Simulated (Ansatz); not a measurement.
# CH₆OSiZn: one species, many methods

The task here is to estimate one member of a computed series from the others.

The runs use Ansatz 0.2.0, Gaussian basis; functionals in def2-TZVPP, the program's frozen cores in correlated methods.

The runs, in order: PBE-D4, r2SCAN-D4, PBE0-D4, B3LYP-D4, ωB97X-V, ωB97M-V, B2PLYP; CCSD(T)/def2-TZVPP; MP2/def2-QZVPP; extrapolation to the limit.

### The relaxed structure

An earlier PBE0-D4 in a triple-zeta def2 set relaxation fixed the geometry.

SMILES `[SiH3]C[O][ZnH]`, 10 atoms, charge 0, spin multiplicity 1.

Atoms are counted from 1 here; the program's logs count them from 0.

Bond lengths: Si1–C2 1.886 Å, Si1–H5 1.487 Å, Si1–H6 1.490 Å, Si1–H7 1.501 Å, C2–O3 1.405 Å, C2–H8 1.101 Å, C2–H9 1.098 Å, O3–Zn4 1.786 Å, Zn4–H10 1.514 Å. Angles: C2–Si1–H5 110.8°, C2–Si1–H6 115.4°, C2–Si1–H7 104.9°, H5–Si1–H6 109.4°, H5–Si1–H7 107.2°, H6–Si1–H7 108.8°, Si1–C2–O3 109.3°, Si1–C2–H8 110.0°, Si1–C2–H9 110.4°, O3–C2–H8 112.1°, O3–C2–H9 109.1°, H8–C2–H9 105.9°, C2–O3–Zn4 127.3°, O3–Zn4–H10 172.9°.

As a file:

```mol
CH6OSiZn
  3D, bonds by distance, orders not assigned

 10  9  0  0  0  0  0  0  0  0999 V2000
   -1.1411    0.5708   -0.1004 Si  0  0
   -0.2166   -0.8549    0.7179 C   0  0
    0.9249   -1.1630   -0.0404 O   0  0
    2.1162   -0.0181   -0.7172 Zn  0  0
   -1.6665    0.1638   -1.4305 H   0  0
   -2.2449    1.1640    0.7063 H   0  0
   -0.0964    1.6214   -0.3393 H   0  0
    0.0342   -0.5944    1.7576 H   0  0
   -0.8587   -1.7442    0.7772 H   0  0
    3.2319    0.8035   -1.3283 H   0  0
  1  2  8  0
  2  3  8  0
  3  4  8  0
  1  5  8  0
  1  6  8  0
  1  7  8  0
  2  8  8  0
  2  9  8  0
  4 10  8  0
M  END
```

The first run:

File in.yaml:

```yaml
crystal:
  periodic: [false, false, false]
  atoms:
    - {symbol: Si, position_ang: [-1.141105, 0.570767, -0.100432]}
    - {symbol: C, position_ang: [-0.216626, -0.854942, 0.717883]}
    - {symbol: O, position_ang: [0.924859, -1.163021, -0.040363]}
    - {symbol: Zn, position_ang: [2.116210, -0.018053, -0.717174]}
    - {symbol: H, position_ang: [-1.666550, 0.163761, -1.430478]}
    - {symbol: H, position_ang: [-2.244859, 1.164037, 0.706270]}
    - {symbol: H, position_ang: [-0.096374, 1.621445, -0.339252]}
    - {symbol: H, position_ang: [0.034245, -0.594378, 1.757622]}
    - {symbol: H, position_ang: [-0.858716, -1.744190, 0.777154]}
    - {symbol: H, position_ang: [3.231918, 0.803476, -1.328328]}
basis:
  gaussian: {orbitals: def2-TZVPP}
hamiltonian: {xc: pbe, dispersion: d4}
output: {forces: true, orbitals: {seedname: orbitals}}
```

On the command line:

```bash
$ ansatz run in.yaml --threads 4 --pin off --events-out ev --progress --plain --max-ram 10444MiB
```

Among the steps run: PBE-D4 (GGA); r2SCAN-D4 (meta-GGA); PBE0-D4 (hybrid); B3LYP-D4 (hybrid); ωB97X-V (range-separated); ωB97M-V (range-separated); B2PLYP (double hybrid); CCSD(T) in def2-TZVPP; MP2 in def2-QZVPP.

One of the session's tables, all rows but one given; the rest of the session is left out.

```
            method  atomisation energy (kJ/mol)
            PBE-D4                       3038.3
         r2SCAN-D4                       3038.8
           PBE0-D4                            ?
          B3LYP-D4                       3004.0
           ωB97X-V                       3046.2
           ωB97M-V                       3026.8
            B2PLYP                       2975.7
     HF/def2-TZVPP                       2174.1
    MP2/def2-TZVPP                       2975.8
   CCSD/def2-TZVPP                       2904.1
CCSD(T)/def2-TZVPP                       2944.8
           MP2/CBS                       3054.6
       CCSD(T)/CBS                       3023.6
```

Q: Estimate the row for PBE0-D4 from the others.

**Answer.** atomisation energy (kJ/mol): 2996.1. In the column «atomisation energy (kJ/mol)» it lies between MP2/def2-TZVPP (2975.8) and B3LYP-D4 (3004.0).

To keep in mind: Free atoms (1 Si, 1 C, 1 O, 1 Zn, 6 H) were run apart at each level; the atomisation energy is their sum less the molecule, without zero-point or spin-orbit terms.
